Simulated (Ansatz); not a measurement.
This Ansatz 0.2.0 run on K needs a look.

input.yaml

```yaml
crystal:
  lattice:
    - [5.236, 0.0, 0.0]
    - [0.0, 5.236, 0.0]
    - [0.0, 0.0, 25.472]
  atoms:
    - { symbol: K, position: [0.5, 0.5, 0.2944409548], spin: -0.09 }
    - { symbol: K, position: [0.0, 0.0, 0.3972204774], spin: -0.43 }
    - { symbol: K, position: [0.5, 0.5, 0.5], spin: 0.05 }
    - { symbol: K, position: [0.0, 0.0, 0.6027795226], spin: 0.5 }
    - { symbol: K, position: [0.5, 0.5, 0.7055590452], spin: 0.15 }
hamiltonian:
  xc:
    exchange: hjs_pbesol
    correlation: pbesol
    exx: { coeff: 0.25, omega: 0.207 }
  pseudopotentials: { kind: paw }
magnetization:
  spin_polarized: true
kpoints:
  mp_grid: { grid: [3, 3, 1] }
scf:
  occupations: { method: fermi_dirac, width: 0.05 }
  mixing: { algorithm: broyden, beta: 1.0, ndim: 1, preconditioner: none }
  max_iter: 100
output:
  forces: true
  eigenvalues: true
  bader: true
  populations: true
efield:
  axis: 3
  dipole_correction: true
  ramp_width: 0.04
```

Potentials or basis: Ansatz PAW.

Run with:

```console
$ ansatz run input.yaml --threads 2 --pin off --max-ram 6144MiB --backend cpu --events-out ev --progress --plain --runs-dir out
```

Output:

```text
[... 130 lines left out ...]
did not converge after 100 iterations: dr2 = 2.16e4 (threshold 1.00e-7), under the density mixer `broyden`; this SCF is the semilocal warm-up of a hybrid solve, ahead of its exchange loop; the budget ended with the energy collapsed (the SCF ran away): the Harris–Foulkes energy fell from -7579.8993 eV (iteration 4, that of least residual) to -2.1761e4 eV and stood there. Some such loops come home with more iterations (`scf.max_iter`). Try first another step for the magnetisation (`scf.mixing.beta_mag`: that key's entry in the input reference says which way, and what another step can cost); then
```

**Question.** Diagnose the run.

**Answer.** The calculation stopped without meeting its thresholds. The input holds a flaw that was put in on purpose: mixing far too strong (scf.mixing = algorithm broyden, beta 1.0, ndim 1, preconditioner none).
